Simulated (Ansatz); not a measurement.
# BrFH4Si: a nudged elastic band, and a look at its input

Aim: a nudged elastic band from the structure below. Read the input with care, then see what the program makes of it. The step meant is a four-centre ligand exchange at charge 0 and multiplicity 1, which changes Si1–Br7, F2–H6, Si1–F2, H6–Br7.

Method: PBE0-D4/def2-SVP; program: Ansatz 0.2.0, Gaussian basis.

## Step 1: The structure

```
Si   -0.9071   -0.5649    0.4570
F     0.6166   -0.0793    0.6488
H    -0.9439   -1.4955   -0.6931
H    -1.3205   -1.2425    1.7063
H    -1.7351    0.6347    0.2006
H     1.8726    1.0072   -0.6129
Br    2.4175    1.7402   -1.7067
```

## Step 2: The run

run/in.yaml

```yaml
crystal:
  periodic: [false, false, false]
  atoms:
    - {symbol: Si, position_ang: [-0.907110, -0.564855, 0.456983]}
    - {symbol: F, position_ang: [0.616560, -0.079292, 0.648828]}
    - {symbol: H, position_ang: [-0.943876, -1.495541, -0.693142]}
    - {symbol: H, position_ang: [-1.320462, -1.242530, 1.706326]}
    - {symbol: H, position_ang: [-1.735084, 0.634712, 0.200559]}
    - {symbol: H, position_ang: [1.872610, 1.007243, -0.612856]}
    - {symbol: Br, position_ang: [2.417461, 1.740162, -1.706697]}
basis:
  gaussian: {orbitals: def2-SVP}
hamiltonian: {xc: pbe0, dispersion: d4}
neb:
  images: 5
  climbing: true
  max_iterations: 30
  initial_path: idpp
  f_tol: 2.0
  final_atoms:
    - {symbol: Si, position_ang: [-0.984261, 0.036711, -0.190842]}
    - {symbol: F, position_ang: [2.236651, -0.779816, 0.860594]}
    - {symbol: H, position_ang: [-0.642392, -1.274154, -0.780298]}
    - {symbol: H, position_ang: [-0.995399, -0.008689, 1.285778]}
    - {symbol: H, position_ang: [-2.264612, 0.550880, -0.724532]}
    - {symbol: H, position_ang: [2.048241, -0.018947, 0.361867]}
    - {symbol: Br, position_ang: [0.601873, 1.493916, -0.812567]}
```

Launch:

```
$ ansatz run in.yaml --threads 4 --pin off --events-out ev --progress --plain --max-ram 9574MiB
```

**Question.** What will these runs give? Wanted: this run.

The runs gave:

| quantity | value |
| --- | --- |
| this run | converged |
| fault | tolerance too loose |

The force tolerance of 2 eV/Å lets the band stop early, so its barrier is not a converged value.
